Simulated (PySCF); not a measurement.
# C4HFN4S: the cost of one run

Computed with PySCF 2.14.0 and routines of our own; the level stands in each step. Atoms count from 0.

## Step 1: The starting structure

11 atoms, charge 0, multiplicity 1; geometry from: GFN2-xTB.

## Step 2: Optimising the geometry at PBE0-D3(BJ)/def2-SVP

The job: settings as JSON, then the geometry in Å.

```
{"job": {"xc": "PBE0", "basis": "def2-SVP", "d3": "d3bj", "grid": 2, "kind": "geom"}, "charge": 0, "multiplicity": 1}
F     -2.666186    -1.199771     0.038458
C     -1.471061    -0.614644     0.021730
C     -1.418693     0.804264     0.039185
N     -0.286832     1.452043     0.022931
C      0.814607     0.687131    -0.011180
N      2.072533     1.120083    -0.034263
S      3.040161    -0.154099    -0.071406
N      1.943443    -1.322341    -0.060796
C      0.740620    -0.758266    -0.027095
N     -0.435842    -1.399778    -0.009747
H     -2.327325     1.388049     0.066219
```

Command:

```sh
> OMP_NUM_THREADS=1 python excited_run.py task.json out
```

One launch serves the whole session: the jobs run in the order shown.

Q: Estimate the wall time and peak memory of this first job on 1 thread of Arm Neoverse V2, shared host.

About 1.7 min, with a peak of 0.73 GiB.
